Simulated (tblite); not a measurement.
# C4H12Si3: the cost of one run

Computed with tblite 0.8.0 and PySCF 2.14.0, with density-fitted response routines of our own, on a single molecule in the gas phase. Atoms count from 0, in the outputs and in this text.

## 1. The molecule as given

19 atoms, charge 0, multiplicity 1; geometry from: force field or distance geometry start.

Bonds of the start (Å): C0–C1 1.34, C1–Si2 1.86, Si2–Si3 2.24, Si3–Si4 2.25, Si4–C5 1.84, C5–C6 1.51, C5–C1 1.46, C0–H7 1.10, C0–H8 1.07, Si2–H9 1.46, Si2–H10 1.46, Si3–H11 1.43, Si3–H12 1.47, Si4–H13 1.46, Si4–H14 1.45, C5–H15 1.12, C6–H16 1.10, C6–H17 1.12, C6–H18 1.11.

## 2. Geometry optimisation with GFN2-xTB

The job: settings as JSON, then the geometry in Å.

```
{"job": {"kind": "relax", "xc": "GFN2-xTB", "basis": "xTB"}, "charge": 0, "multiplicity": 1}
C     -0.304700     2.388300    -0.476200
C     -0.097500     1.129200    -0.080700
Si     1.381700     0.681400     0.960400
Si     1.930100    -1.242300    -0.036600
Si     0.022800    -1.360100    -1.216200
C     -0.936900    -0.031600    -0.369900
C     -1.766200    -0.522900     0.791800
H      0.376000     3.201700    -0.201900
H     -1.185000     2.552900    -1.068900
H      1.073600     0.529300     2.378400
H      2.472100     1.616300     0.692400
H      3.096400    -1.066100    -0.853000
H      2.010700    -2.350700     0.929200
H      0.246500    -1.164600    -2.643600
H     -0.588500    -2.634000    -0.871300
H     -1.698500     0.325500    -1.107700
H     -1.302800    -0.397900     1.779600
H     -2.777300    -0.034300     0.729000
H     -1.962400    -1.611000     0.657700
```

Command:

```sh
OMP_NUM_THREADS=1 python probes_run.py task.json out
```

The driver reads the jobs from task.json and runs them one after another.

Q: Estimate the wall time and peak memory of this first job on 1 thread of Intel Xeon at 2.50GHz, shared host.

About 3.6 s, with a peak of 0.18 GiB.
